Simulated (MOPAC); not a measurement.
# One shape, several levels: C3H12BNSi (SMILES CBC([SiH3])CN)

We compute a comparison of 4 runs (MNDO, PM3, PM6, PM7) of C3H12BNSi. 

The calculation is run with MOPAC 23.2.5.

4 further runs of the same task are left out: 4 set aside as unsound or not needed.

**1. The system as given**

C3H12BNSi has 18 atoms, charge 0, and is taken as a singlet. SMILES: `CBC([SiH3])CN`. The shape comes from a force field and isn't a relaxed structure. This is one conformer, not always the lowest.

Some bond lengths: C1–B2 1.578 Å, B2–C3 1.626 Å, C3–Si4 1.885 Å, C3–C5 1.508 Å, C5–N6 1.452 Å, C1–H7 1.087 Å, C1–H8 1.166 Å, C1–H9 1.092 Å, B2–H10 1.173 Å, C3–H11 1.138 Å, Si4–H12 1.437 Å, Si4–H13 1.468 Å, Si4–H14 1.553 Å, C5–H15 1.122 Å, C5–H16 1.099 Å, N6–H17 1.041 Å. Some angles: C1–B2–C3 122.0°, B2–C3–Si4 105.8°, B2–C3–C5 111.2°, Si4–C3–C5 113.6°, C3–C5–N6 110.8°, C1–B2–H10 116.0°, C3–B2–H10 121.7°, B2–C1–H7 112.1°, B2–C1–H8 108.0°, B2–C1–H9 114.5°.

**2. Energy and forces at MNDO (run 1)**

File c3h12bnsi.mop:

```
MNDO 1SCF BONDS DISP GRADIENTS AUX(PRECISION=6) THREADS=1
C3H12BNSi

C 1.637700 1 1.402300 1 1.403200 1
B 1.399300 1 0.372300 1 0.231700 1
C -0.003000 1 -0.434400 1 0.066600 1
Si 0.335300 1 -1.800600 1 -1.187600 1
C -1.121900 1 0.491800 1 -0.338400 1
N -2.394000 1 -0.207600 1 -0.343900 1
H 1.418500 1 0.972800 1 2.377500 1
H 0.925300 1 2.309300 1 1.235100 1
H 2.633000 1 1.850900 1 1.417100 1
H 2.331800 1 0.129700 1 -0.437000 1
H -0.208700 1 -0.907100 1 1.081100 1
H 1.391300 1 -2.672100 1 -0.750200 1
H 0.514600 1 -1.198800 1 -2.514300 1
H -0.994500 1 -2.600000 1 -1.258600 1
H -1.203600 1 1.327000 1 0.405800 1
H -0.922300 1 0.963900 1 -1.310200 1
H -2.635400 1 -0.442200 1 0.641200 1
H -3.141100 1 0.454400 1 -0.667400 1
```

On the command line:

```bash
$ mopac c3h12bnsi.mop
```

c3h12bnsi.out:

```text
MOPAC v23.2.5
MNDO CALCULATION RESULTS
[...]
           Empirical Formula: C3 H12 N B Si  =    18 atoms
      MOLECULAR POINT GROUP   :   C1
[...]
     SCF FIELD WAS ACHIEVED
[...]
                              SUM =         -5.71449 KCAL/MOL = FINAL HEAT OF FORMATION
          TOTAL ENERGY            =       -919.17515 EV
          ELECTRONIC ENERGY       =      -3911.38108 EV
          CORE-CORE REPULSION     =       2992.20593 EV
          COSMO AREA              =        163.99 SQUARE ANGSTROMS
          COSMO VOLUME            =        164.27 CUBIC ANGSTROMS
          GRADIENT NORM           =        167.69664          =       39.52648 PER ATOM
          IONIZATION POTENTIAL    =         10.102019 EV
          HOMO LUMO ENERGIES (EV) =        -10.102  0.723
          NO. OF FILLED LEVELS    =         18
          MOLECULAR WEIGHT        =        101.0300         POINT GROUP:  C1
[...]
              NET ATOMIC CHARGES AND DIPOLE CONTRIBUTIONS
  ATOM NO.   TYPE          CHARGE      No. of ELECS.   s-Pop       p-Pop
    1          C          -0.037551        4.0376     1.21997     2.81758
    2          B           0.109493        2.8905     1.26175     1.62875
    3          C          -0.464061        4.4641     1.26840     3.19566
    4         Si           1.449131        2.5509     1.04905     1.50182
    5          C           0.131755        3.8682     1.20328     2.66496
    6          N          -0.274922        5.2749     1.64750     3.62743
    7          H           0.017538        0.9825     0.98246
    8          H           0.004155        0.9958     0.99585
    9          H          -0.003576        1.0036     1.00358
   10          H          -0.071354        1.0714     1.07135
   11          H           0.039580        0.9604     0.96042
   12          H          -0.356623        1.3566     1.35662
[...]
 DIPOLE           X         Y         Z       TOTAL
 POINT-CHG.     0.430    -0.399    -0.228     0.630
 HYBRID        -0.222     1.593     1.313     2.076
 SUM            0.208     1.193     1.085     1.626
[...]
 * JOB ENDED NORMALLY *
[...]
```

It took 0.04 s on 1 thread of Arm Neoverse N1, shared host.

**3. Energy and gradient at PM3 (run 2)**

File job.mop:

```
DISP BONDS GRADIENTS 1SCF PM3 AUX(PRECISION=6) T=10M THREADS=1
C3H12BNSi gradient

C      1.637700 +1     1.402300 +1     1.403200 +1
B      1.399300 +1     0.372300 +1     0.231700 +1
C     -0.003000 +1    -0.434400 +1     0.066600 +1
Si     0.335300 +1    -1.800600 +1    -1.187600 +1
C     -1.121900 +1     0.491800 +1    -0.338400 +1
N     -2.394000 +1    -0.207600 +1    -0.343900 +1
H      1.418500 +1     0.972800 +1     2.377500 +1
H      0.925300 +1     2.309300 +1     1.235100 +1
H      2.633000 +1     1.850900 +1     1.417100 +1
H      2.331800 +1     0.129700 +1    -0.437000 +1
H     -0.208700 +1    -0.907100 +1     1.081100 +1
H      1.391300 +1    -2.672100 +1    -0.750200 +1
H      0.514600 +1    -1.198800 +1    -2.514300 +1
H     -0.994500 +1    -2.600000 +1    -1.258600 +1
H     -1.203600 +1     1.327000 +1     0.405800 +1
H     -0.922300 +1     0.963900 +1    -1.310200 +1
H     -2.635400 +1    -0.442200 +1     0.641200 +1
H     -3.141100 +1     0.454400 +1    -0.667400 +1
```

On the command line:

```bash
$ mopac job.mop
```

job.out:

```text
MOPAC v23.2.5
PM3 CALCULATION RESULTS
[...]
           Empirical Formula: C3 H12 N B Si  =    18 atoms
      MOLECULAR POINT GROUP   :   C1
[...]
     SCF FIELD WAS ACHIEVED
[...]
                              SUM =         13.99365 KCAL/MOL = FINAL HEAT OF FORMATION
          TOTAL ENERGY            =       -870.21614 EV
          ELECTRONIC ENERGY       =      -3804.23490 EV
          CORE-CORE REPULSION     =       2934.01877 EV
          COSMO AREA              =        163.99 SQUARE ANGSTROMS
          COSMO VOLUME            =        164.27 CUBIC ANGSTROMS
          GRADIENT NORM           =        138.92410          =       32.74473 PER ATOM
          IONIZATION POTENTIAL    =          9.217809 EV
          HOMO LUMO ENERGIES (EV) =         -9.218  0.746
          NO. OF FILLED LEVELS    =         18
          MOLECULAR WEIGHT        =        101.0300         POINT GROUP:  C1
[...]
              NET ATOMIC CHARGES AND DIPOLE CONTRIBUTIONS
  ATOM NO.   TYPE          CHARGE      No. of ELECS.   s-Pop       p-Pop
    1          C          -0.202419        4.2024     1.12800     3.07442
    2          B          -0.028559        3.0286     1.12085     1.90771
    3          C          -0.275340        4.2753     1.17603     3.09931
    4         Si           0.418199        3.5818     0.96574     2.61606
    5          C          -0.031534        4.0315     1.15496     2.87657
    6          N          -0.037018        5.0370     1.47873     3.55829
    7          H           0.077547        0.9225     0.92245
    8          H           0.072051        0.9279     0.92795
    9          H           0.058592        0.9414     0.94141
   10          H           0.029970        0.9700     0.97003
   11          H           0.100636        0.8994     0.89936
   12          H          -0.105479        1.1055     1.10548
[...]
 DIPOLE           X         Y         Z       TOTAL
 POINT-CHG.    -0.085     0.065     0.140     0.176
 HYBRID        -0.227     1.551     1.284     2.026
 SUM           -0.313     1.616     1.424     2.177
[...]
 * JOB ENDED NORMALLY *
[...]
```

Wall time 0.04 s (1 thread of Arm Neoverse N1, shared host).

**4. Energy and gradient at PM6 (run 3)**

File calc.mop:

```
PM6 1SCF BONDS GRADIENTS DISP AUX(PRECISION=6) THREADS=1
C3H12BNSi, PM6

C      1.637700 1     1.402300 1     1.403200 1
B      1.399300 1     0.372300 1     0.231700 1
C     -0.003000 1    -0.434400 1     0.066600 1
Si     0.335300 1    -1.800600 1    -1.187600 1
C     -1.121900 1     0.491800 1    -0.338400 1
N     -2.394000 1    -0.207600 1    -0.343900 1
H      1.418500 1     0.972800 1     2.377500 1
H      0.925300 1     2.309300 1     1.235100 1
H      2.633000 1     1.850900 1     1.417100 1
H      2.331800 1     0.129700 1    -0.437000 1
H     -0.208700 1    -0.907100 1     1.081100 1
H      1.391300 1    -2.672100 1    -0.750200 1
H      0.514600 1    -1.198800 1    -2.514300 1
H     -0.994500 1    -2.600000 1    -1.258600 1
H     -1.203600 1     1.327000 1     0.405800 1
H     -0.922300 1     0.963900 1    -1.310200 1
H     -2.635400 1    -0.442200 1     0.641200 1
H     -3.141100 1     0.454400 1    -0.667400 1
```

On the command line:

```bash
$ mopac calc.mop
```

calc.out:

```text
MOPAC v23.2.5
PM6 CALCULATION RESULTS
[...]
           Empirical Formula: C3 H12 N B Si  =    18 atoms
      MOLECULAR POINT GROUP   :   C1
[...]
     SCF FIELD WAS ACHIEVED
[...]
                              SUM =          6.17803 KCAL/MOL = FINAL HEAT OF FORMATION
          TOTAL ENERGY            =       -838.04537 EV
          ELECTRONIC ENERGY       =      -3784.56779 EV
          CORE-CORE REPULSION     =       2946.52242 EV
          COSMO AREA              =        163.99 SQUARE ANGSTROMS
          COSMO VOLUME            =        164.27 CUBIC ANGSTROMS
          GRADIENT NORM           =        124.28349          =       29.29390 PER ATOM
          IONIZATION POTENTIAL    =          9.082242 EV
          HOMO LUMO ENERGIES (EV) =         -9.082  0.331
          NO. OF FILLED LEVELS    =         18
          MOLECULAR WEIGHT        =        101.0300         POINT GROUP:  C1
[...]
              NET ATOMIC CHARGES AND DIPOLE CONTRIBUTIONS
  ATOM NO.   TYPE          CHARGE      No. of ELECS.   s-Pop       p-Pop       d-Pop
    1          C          -0.627893        4.6279     1.10592     3.52198
    2          B           0.240780        2.7592     1.09679     1.66243
    3          C          -0.544999        4.5450     1.11244     3.43256
    4         Si           0.171953        3.8280     1.22199     2.03067     0.57539
    5          C          -0.067206        4.0672     1.06550     3.00171
    6          N          -0.514801        5.5148     1.61962     3.89518
    7          H           0.166304        0.8337     0.83370
    8          H           0.168156        0.8318     0.83184
    9          H           0.154922        0.8451     0.84508
   10          H           0.036614        0.9634     0.96339
   11          H           0.180354        0.8196     0.81965
   12          H          -0.005839        1.0058     1.00584
[...]
 DIPOLE           X         Y         Z       TOTAL
 POINT-CHG.     0.492     0.384    -0.118     0.635
 HYBRID        -0.468     1.929     1.821     2.694
 SUM            0.023     2.314     1.703     2.873
[...]
 * JOB ENDED NORMALLY *
[...]
```

Run time: 0.04 s. Hardware: 1 thread of Arm Neoverse N1, shared host.

**5. Energy and gradient at PM7 (run 4)**

File job.mop:

```
PM7 1SCF DISP GRADIENTS BONDS AUX(PRECISION=9) THREADS=1
C3H12BNSi, PM7

C 1.637700 1 1.402300 1 1.403200 1
B 1.399300 1 0.372300 1 0.231700 1
C -0.003000 1 -0.434400 1 0.066600 1
Si 0.335300 1 -1.800600 1 -1.187600 1
C -1.121900 1 0.491800 1 -0.338400 1
N -2.394000 1 -0.207600 1 -0.343900 1
H 1.418500 1 0.972800 1 2.377500 1
H 0.925300 1 2.309300 1 1.235100 1
H 2.633000 1 1.850900 1 1.417100 1
H 2.331800 1 0.129700 1 -0.437000 1
H -0.208700 1 -0.907100 1 1.081100 1
H 1.391300 1 -2.672100 1 -0.750200 1
H 0.514600 1 -1.198800 1 -2.514300 1
H -0.994500 1 -2.600000 1 -1.258600 1
H -1.203600 1 1.327000 1 0.405800 1
H -0.922300 1 0.963900 1 -1.310200 1
H -2.635400 1 -0.442200 1 0.641200 1
H -3.141100 1 0.454400 1 -0.667400 1
```

On the command line:

```bash
$ mopac job.mop
```

job.out:

```text
MOPAC v23.2.5
PM7 CALCULATION RESULTS
[...]
           Empirical Formula: C3 H12 N B Si  =    18 atoms
      MOLECULAR POINT GROUP   :   C1
[...]
     SCF FIELD WAS ACHIEVED
[...]
                              SUM =          5.32437 KCAL/MOL = FINAL HEAT OF FORMATION
          TOTAL ENERGY            =       -873.96383 EV
          ELECTRONIC ENERGY       =      -3835.71582 EV
          CORE-CORE REPULSION     =       2961.75199 EV
          COSMO AREA              =        163.99 SQUARE ANGSTROMS
          COSMO VOLUME            =        164.27 CUBIC ANGSTROMS
          GRADIENT NORM           =        117.52350          =       27.70056 PER ATOM
          IONIZATION POTENTIAL    =          9.367881 EV
          HOMO LUMO ENERGIES (EV) =         -9.368 -0.473
          NO. OF FILLED LEVELS    =         18
          MOLECULAR WEIGHT        =        101.0300         POINT GROUP:  C1
[...]
              NET ATOMIC CHARGES AND DIPOLE CONTRIBUTIONS
  ATOM NO.   TYPE          CHARGE      No. of ELECS.   s-Pop       p-Pop       d-Pop
    1          C          -0.563763        4.5638     1.06197     3.50179
    2          B           0.133498        2.8665     0.77223     2.09427
    3          C          -0.431313        4.4313     1.07260     3.35871
    4         Si           0.024668        3.9753     0.89697     2.93449     0.14388
    5          C          -0.074486        4.0745     1.04514     3.02934
    6          N          -0.613834        5.6138     1.67064     3.94320
    7          H           0.160834        0.8392     0.83917
    8          H           0.164322        0.8357     0.83568
    9          H           0.150099        0.8499     0.84990
   10          H           0.075261        0.9247     0.92474
   11          H           0.170213        0.8298     0.82979
   12          H           0.011139        0.9889     0.98886
[...]
 DIPOLE           X         Y         Z       TOTAL
 POINT-CHG.     0.447     1.007     0.376     1.164
 HYBRID        -0.584     1.538     1.424     2.176
 SUM           -0.136     2.544     1.801     3.120
[...]
 * JOB ENDED NORMALLY *
[...]
```

It took 0.04 s on 1 thread of Arm Neoverse N1, shared host.

**6. Overview of the runs**

```csv
run,level,heat of formation (kcal/mol),dipole moment (D),HOMO energy (eV),LUMO energy (eV),wall time
1,MNDO,-5.71,1.63,-10.10,0.72,0.04 s
2,PM3,13.99,2.18,-9.22,0.75,0.04 s
3,PM6,6.18,2.87,-9.08,0.33,0.04 s
4,PM7,5.32,3.12,-9.37,-0.47,0.04 s
```

**7. Summary of results**

| quantity | value |
| --- | --- |
| run 4: total energy | -32.11758 Eh |
| run 4: dipole moment | 3.12 D |
| run 4: HOMO energy | -9.37 eV |
| run 4: LUMO energy | -0.47 eV |
| run 4: HOMO–LUMO gap | 8.89 eV |
| run 4: dispersion energy | -5.14 kJ/mol |
| run 4: heat of formation at this unrelaxed shape | 5.3 kcal/mol |
| run 4: largest force on an atom | 2.299 eV/Å |

The dipole moment (its size) runs from 1.63 D (MNDO) to 3.12 D (PM7). The HOMO–LUMO gap runs from 8.89 eV (PM7) to 10.83 eV (MNDO). Force-field and semi-empirical energies have zeros of their own, so their totals don't compare. All runs together took 0.16 s, the longest 0.04 s.
